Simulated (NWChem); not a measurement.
# SiNH4ClO (SMILES N[SiH](O)Cl) at B3LYP-D3(BJ)/def2-SVP

Aim: a geometry optimisation of SiNH4ClO. 

Program for the calculation: NWChem 7.3.0.

## Step 1: The system as given

The species is SiNH4ClO (8 atoms), meant as a singlet with charge 0. SMILES: `N[SiH](O)Cl`. The coordinates come from a PBE0-D4/def2-TZVP relaxation. This is one conformer, not always the lowest. The run starts from this shape.

Bond lengths: N1–Si2 1.700 Å, Si2–O3 1.631 Å, Si2–Cl4 2.058 Å, N1–H5 1.006 Å, N1–H6 1.007 Å, Si2–H7 1.474 Å, O3–H8 0.960 Å. Angles: N1–Si2–O3 111.2°, N1–Si2–Cl4 104.5°, O3–Si2–Cl4 112.6°, N1–Si2–H7 117.4°, O3–Si2–H7 103.8°, Cl4–Si2–H7 107.5°, Si2–N1–H5 120.7°, Si2–N1–H6 121.4°, Si2–O3–H8 116.7°, H5–N1–H6 112.4°.

## Step 2: A geometry optimisation at B3LYP-D3(BJ)/def2-SVP

Input file sp.nw:

```
start sp
title "ClH4NOSi"
memory stack 880 mb heap 220 mb global 1100 mb

geometry units angstrom
 N       -0.749800       0.885600      -0.289000
 Si       0.524400      -0.226200      -0.115300
 O        0.551300      -0.861300       1.386900
 Cl       0.173100      -1.641600      -1.566900
 H       -1.217200       0.998000      -1.172700
 H       -0.806900       1.712400       0.283000
 H        1.896700       0.277200      -0.308600
 H       -0.279500      -1.201200       1.726700
end

basis spherical bse
 * library def2-SVP
end

dft
 xc b3lyp
 disp vdw 4
 grid fine
 convergence energy 1e-07
 maxiter 100
 mulliken
 print low
end

driver
 maxiter 60
end

freq
 temp 2 298.15 573.15
end

task dft optimize
task dft frequencies
```

Started as:

```sh
$ nwchem sp.nw > sp.out
```

**Question.** What will come out? Wanted: total energy at the end; dispersion energy; lowest harmonic wavenumber; highest harmonic wavenumber; zero-point energy; ideal-gas entropy at 298.15 K.

**Answer.** As computed:

Level: B3LYP-D3(BJ)/def2-SVP.

```
                                                 quantity             value
                                  total energy at the end     -881.90616 Eh
                                        dispersion energy     -29.47 kJ/mol
                               lowest harmonic wavenumber          177 cm⁻¹
                              highest harmonic wavenumber         3855 cm⁻¹
                                        zero-point energy      133.3 kJ/mol
ideal-gas entropy at 298.15 K (symmetry number 1 as used)  77.0 cal/(mol K)
```

In words: At the final geometry: Bond lengths: N1–Si2 1.717 Å, Si2–O3 1.655 Å, Si2–Cl4 2.083 Å, N1–H5 1.015 Å, N1–H6 1.015 Å, Si2–H7 1.477 Å, O3–H8 0.966 Å. Angles: N1–Si2–O3 110.7°, N1–Si2–Cl4 104.2°, O3–Si2–Cl4 112.6°, N1–Si2–H7 118.1°, O3–Si2–H7 103.8°, Cl4–Si2–H7 107.6°, Si2–N1–H5 120.5°, Si2–N1–H6 121.3°, Si2–O3–H8 115.6°, H5–N1–H6 112.1°. All 18 modes are real, so the shape is a minimum at this level. The optimisation took 13 steps and changed the energy by -0.025 eV.
